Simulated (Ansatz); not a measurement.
Runs of Ansatz 0.2.0 on Mg3ZnC. Symmetry: Pm-3m, No. 221, cubic system. Conventional cell: a = 4.407 Å, b = 4.407 Å, c = 4.407 Å, α = 90.00°, β = 90.00°, γ = 90.00°. Zn (site symmetry m-3m) is surrounded by 12 Mg at 3.12 Å. Mg (site symmetry 4/mmm) has 2 C at 2.20 Å as nearest neighbours. C (site symmetry m-3m) is surrounded by 6 Mg at 2.20 Å. The cell comes from a database or a generator and needn't be the stable form of this composition.

```tsv
level	cutoff (eV)	smearing	gap on the mesh (eV)	pressure (GPa)
PBE	420	gaussian 0.02 eV	none	-0.2
PBE	420	fermi-dirac 0.05 eV	none	-0.2
r2SCAN+D4	500	tetrahedron	none	-2.1
PBE+D3(BJ)	420	fermi-dirac 0.05 eV	none	(a)
```

Alike in all rows: task single point; potentials or basis Ansatz PAW; no spin polarisation; cell as given; k mesh 6 × 6 × 6.

**Question.** Estimate the missing entries.

**Answer.** (a) -2.9.

Caveats: pairwise dispersion overbinds metals, which lowers pressure and volume (some runs); the PAW data sets come from PBE, with cores solved anew for the run's functional, which leaves a small shift of forces and pressure (some runs).

A k mesh can miss the band edges.

A gap of «none» marks a metal or a gap under the smearing width.

Not every run made on this cell is shown here.
